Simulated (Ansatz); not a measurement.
**SnO: a single-point run**

The task is a single-point run on SnO. The structure is shown as the input types it. The cell is built on a prototype (zincblende) and needn't be the phase found in nature.

Program: Ansatz 0.2.0. Level of theory: density functional or hybrid calculation with the settings of its input, plane waves (as first typed). These are calculated values, not measurements.

2 further runs of the same task are left out: 1 for a known fault of the program, 1 that didn't finish.

**1. The system as given**

The structure is cubic, space group F-43m (No. 216). Conventional cell: a = 5.416 Å, b = 5.416 Å, c = 5.416 Å, α = 90.00°, β = 90.00°, γ = 90.00°. Sn (site symmetry -43m) has 4 O at 2.35 Å as nearest neighbours. Around O (site symmetry -43m) lie 4 Sn at 2.35 Å.

Coordinates:

```
Sn O
1.0
     0.00000    2.70821    2.70821
     2.70821    0.00000    2.70821
     2.70821    2.70821    0.00000
Sn O
1 1
Direct
  0.00000 0.00000 0.00000
  0.25000 0.25000 0.25000
```

**2. Running it**

Contents of input.yaml:

```yaml
crystal:
  lattice:
    - [0.0, 2.7082147278, 2.7082147278]
    - [2.7082147278, 0.0, 2.7082147278]
    - [2.7082147278, 2.7082147278, 0.0]
  atoms:
    - { symbol: Sn, position: [0.0, 0.0, 0.0] }
    - { symbol: O, position: [0.25, 0.25, 0.25] }
kpoints:
  mp_grid: { grid: [2, 4, 6] }
hamiltonian:
  xc: r2scan
scf:
  occupations: { method: fermi_dirac, width: 0.02 }
  n_extra_bands: 4
output:
  forces: true
  stress: true
  eigenvalues: true
```

On the command line:

```
> ansatz run input.yaml --threads 4 --pin off --max-ram 3686MiB --backend cpu --events-out ev --progress --plain --runs-dir out
```

Q: Will this input give a usable result? If not, why, and what should change?

The run converged and reported no error, with warnings (symmetry narrowed by mesh). Its log warns: «crystal.symmetry: narrowed to the stabiliser of the k-point mesh — unitary ops 24 → 2; excluded 22 operations that carry a point of the 2×4×6 mesh (shift [0, 0 ...»

In the input, kpoints.mp_grid.grid is [2, 4, 6]. The mesh has lower symmetry than the crystal, so equivalent directions are sampled differently.

Run again and compare: set kpoints.mp_grid.grid to [6, 6, 6].
